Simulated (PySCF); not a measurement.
# A diatomic session: TcS

An exercise on one series of results from a longer session: the logs are not shown, and one member is left open.

Computed with PySCF 2.14.0. Level: Tc def2-TZVPP with ECP28, S def2-TZVPP, scalar-relativistic core potentials.

Set-up of the first run:

Settings of the job:

| Item | Value |
| --- | --- |
| atoms | Tc, S |
| charge | 0 |
| basis | Tc def2-TZVPP with ECP28, S def2-TZVPP |
| Hamiltonian | scalar-relativistic core potentials |
| basis functions | 98 |
| electrons treated | 31 |
| masses in u | 98.9072, 31.9721 |
| levels | PBE0, PBE, r²SCAN, B97-3, M06, B3LYP, TPSSh, ωB97M-V, HF, MP2, SCS-MP2, CCSD, CCSD(T) |
| grid | 80 radial by 434 angular points |
| occupations | held fixed by the projection of orbital angular momentum |
| dissociation limit | Tc + S, each in its ground configuration |
| starting distance in angstrom | 2.225 |
| values of 2S to try | 1, 3, 5, 7, 9 |

Started as:

```bash
$ OMP_NUM_THREADS=2 python dia.py task.json out
```

Among the steps run: Set-up; The PBE0 curve of the state that the search chose; Excited determinants; PBE; r²SCAN (meta-GGA); B97-3; M06 (hybrid meta-GGA); B3LYP (global hybrid GGA); TPSSh (hybrid meta-GGA); ωB97M-V; ROHF; Adding correlation.

One table of the session follows, with a row left open; its other results are not shown here.

```
       level  Re (Å)  ωe (cm⁻¹)  De (eV)
        ROHF   2.173        467     1.41
    ROHF-MP2   2.063        571     4.04
ROHF-SCS-MP2   2.080        550     3.67
   ROHF-CCSD   2.122        512     3.44
ROHF-CCSD(T)   2.126        504     3.80
         PBE   2.118        506     5.20
      r²SCAN   2.112        519     4.89
       TPSSh   2.119        512     4.78
       B3LYP   2.126        503     4.28
        PBE0       ?          ?        ?
       B97-3   2.123        499     4.16
         M06   2.121        498     4.01
     ωB97M-V   2.106        527     3.91
```

Q: Estimate the row for PBE0 from the others.

**Answer.** Re (Å): 2.107; ωe (cm⁻¹): 521; De (eV): 4.56. In the column «Re (Å)» it lies between ωB97M-V (2.106) and r²SCAN (2.112).

De is counted to Tc + S in their ground configurations.
